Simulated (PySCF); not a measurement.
# H4HfN2 (Hf(NH2)22+): the cost of one run

The runs use PySCF 2.14.0; PBE0, Hf def2-SVP with ECP60, N def2-SVP, H def2-SVP; scalar-relativistic core potentials, no spin–orbit coupling.

1 further run of the same task is left out (for a known fault of the program).

## (1) Starting geometry

7 atoms, charge 2, spin multiplicity 1.

Bond lengths: Hf1–N2 2.016 Å, Hf1–N5 2.016 Å, N2–H3 1.018 Å, N2–H4 1.018 Å, N5–H6 1.018 Å, N5–H7 1.018 Å. Angles: N2–Hf1–N5 131.8°, Hf1–N2–H3 125.4°, Hf1–N2–H4 125.4°, H3–N2–H4 109.2°, Hf1–N5–H6 125.4°, Hf1–N5–H7 125.4°, H6–N5–H7 109.2°.

Coordinates:

```xyz
7
H4HfN2
Hf    0.00000    0.00000    0.00000
N     1.84010    0.00000    0.82350
H     2.37870   -0.83000    1.06450
H     2.37870    0.83000    1.06450
N    -1.84010    0.00000    0.82350
H    -2.37870    0.83000    1.06450
H    -2.37870   -0.83000    1.06450
```

Formal oxidation states: Hf +4.

## (2) SCF at the start, singlet

The input, run.py (the lines that set the calculation):

```python
mol = gto.M(atom='''
Hf     0.00000     0.00000     0.00000
N      1.84010     0.00000     0.82350
H      2.37870    -0.83000     1.06450
H      2.37870     0.83000     1.06450
N     -1.84010     0.00000     0.82350
H     -2.37870     0.83000     1.06450
H     -2.37870    -0.83000     1.06450''',
    basis={'Hf': 'def2-SVP', 'N': 'def2-SVP', 'H': 'def2-SVP'},
    ecp={'Hf': 'def2-SVP'},
    charge=2, spin=0)
mf = dft.RKS(mol, xc='PBE0')
mf.grids.atom_grid = (50, 194)
mf = mf.density_fit()  # fitting sets: Hf def2-universal-JKFIT, N def2-universal-JKFIT, H def2-universal-JKFIT
mf.conv_tol = 1e-08; mf.max_cycle = 55
mf.kernel(dm0)  # dm0: free metal ions and neutral atoms
```

On the command line:

```sh
> OMP_NUM_THREADS=2 python run.py
```

Q: Estimate wall time and peak memory on 2 threads of Arm Neoverse V2, shared host.

About 1.2 s, with a peak of 0.42 GiB.
